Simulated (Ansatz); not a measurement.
# TlPd3: how well frozen cores do

Aim: solve TlPd3 at one geometry with full-potential LAPW, frozen-core PAW and datasets made for this crystal, and see where they agree.

Computed with Ansatz 0.2.0 (DFT PBEsol, scalar-relativistic, unless a step's input says otherwise).

### Step 1. The starting structure

The structure is tetragonal, space group I4/mmm (No. 139). Conventional cell: a = 4.146 Å, b = 4.146 Å, c = 7.497 Å, α = 90.00°, β = 90.00°, γ = 90.00°. Tl (site symmetry 4/mmm) is surrounded by 12 Pd at 2.79 to 2.93 Å. Pd (site symmetry -4m2) has 4 Tl at 2.79 Å and 8 Pd at 2.79 to 2.93 Å in its first shell of neighbours. Around Pd (site symmetry 4/mmm) lie 8 Pd at 2.79 Å and 4 Tl at 2.93 Å.

Structure file:

```
CELL_PARAMETERS angstrom
-2.07300 2.07300 3.74850
2.07300 -2.07300 3.74850
2.07300 2.07300 -3.74850
ATOMIC_POSITIONS crystal
Tl 0.00000 0.00000 0.00000
Pd 0.75000 0.25000 0.50000
Pd 0.25000 0.75000 0.50000
Pd 0.50000 0.50000 0.00000
```

The structure is an experimental refinement, used without relaxation.

Atoms are numbered in the order of the input: Tl1, Pd2, Pd3, Pd4.

### Step 2. Full-potential LAPW

input.yaml reads:

```yaml
crystal:
  lattice:
    - [-2.073, 2.073, 3.7485]
    - [2.073, -2.073, 3.7485]
    - [2.073, 2.073, -3.7485]
  atoms:
    - { symbol: Tl, position: [0.0, 0.0, 0.0] }
    - { symbol: Pd, position: [0.75, 0.25, 0.5] }
    - { symbol: Pd, position: [0.25, 0.75, 0.5] }
    - { symbol: Pd, position: [0.5, 0.5, 0.0] }
kpoints:
  mp_grid: { grid: [12, 12, 12] }
  band_path:
    path:
      - [0.0, 0.0, 0.0]
      - [0.0, 0.0, 0.5]
      - [0.25, 0.25, 0.25]
      - [0.0, 0.5, 0.0]
      - [0.0, 0.0, 0.0]
      - [0.5, 0.5, -0.5]
      - [0.3264581143, 0.6735418857, -0.3264581143]
      - [-0.3264581143, 0.3264581143, 0.3264581143]
      - [0.0, 0.0, 0.0]
    npoints: 14
scf:
  occupations: { method: fermi_dirac, width: 0.08 }
hamiltonian:
  xc: pbesol
  pseudopotentials: { kind: all_electron, lapw: { basis_error: 0.001 } }
output:
  forces: true
  stress: true
  eigenvalues: true
  populations: true
  dos: { projected: true, de: 0.2, e_range: [-14, 8] }
```

Run with:

```bash
ansatz run input.yaml --threads 1 --pin off --max-ram 4096MiB --backend cpu --events-out ev --progress --plain --runs-dir out
```

### Step 3. Frozen-core PAW

Changes to input.yaml since step 2:

```diff
@@ -28,3 +28,3 @@
   xc: pbesol
-  pseudopotentials: { kind: all_electron, lapw: { basis_error: 0.001 } }
+  pseudopotentials: { kind: paw }
 output:
@@ -33,3 +33,9 @@
   eigenvalues: true
+  efg: { contact_densities: true }
   populations: true
+  bader: true
   dos: { projected: true, de: 0.2, e_range: [-14, 8] }
+  write_density: true
+  write_potential: true
+  elf: true
+  volumetric_format: npy
```

### Step 4. Datasets made for this crystal

Changes to input.yaml since step 3:

```diff
@@ -23,3 +23,3 @@
       - [0.0, 0.0, 0.0]
-    npoints: 14
+    npoints: 8
 scf:
@@ -28,3 +28,3 @@
   xc: pbesol
-  pseudopotentials: { kind: paw }
+  pseudopotentials: { kind: all_electron, datasets: crystal }
 output:
@@ -34,8 +34 @@
   efg: { contact_densities: true }
-  populations: true
-  bader: true
-  dos: { projected: true, de: 0.2, e_range: [-14, 8] }
-  write_density: true
-  write_potential: true
-  elf: true
-  volumetric_format: npy
```

(Steps that only read results are left out.)

**Question.** What will these runs give? Wanted: pressure; gap; Bader charges.

**Answer**, as computed:

```
           quantity                                              value
           pressure  LAPW -0.07, PAW -0.05, crystal datasets -0.07 GPa
         gap (LAPW)                                               none
Bader charges (PAW)                  Tl1 +0.43, Pd2 -0.14, Pd4 -0.14 e
```

The pressure is within half a GPa of zero, so the volume is close to equilibrium at this level. With 129 electrons in the bands of a cell, and no spin, a band must be partly filled: it is a metal at this level. Within 0.3 eV of the Fermi level the largest projected share is Pd 4d (70 %). The projection holds only the free atom's occupied shells (Tl 6s, Tl 6p, Pd 4d in this range). The field gradient at Pd4, the largest by crystal datasets, is -3.60 by PAW and -3.63 by crystal datasets (10²¹ V/m²), within 5 %. Spin–orbit coupling is left out, which moves gradients at and beside heavy atoms by some per cent and at worst by a factor of two. PAW lies +0.01 GPa from LAPW in pressure. LAPW took about 7 times as long as PAW (8.6 min against 74 s, on a shared host and with the outputs that each input asks for). Spin-orbit coupling is left out, though the cell holds Tl; in elements this heavy it can shift bands and gaps by tenths of an eV.
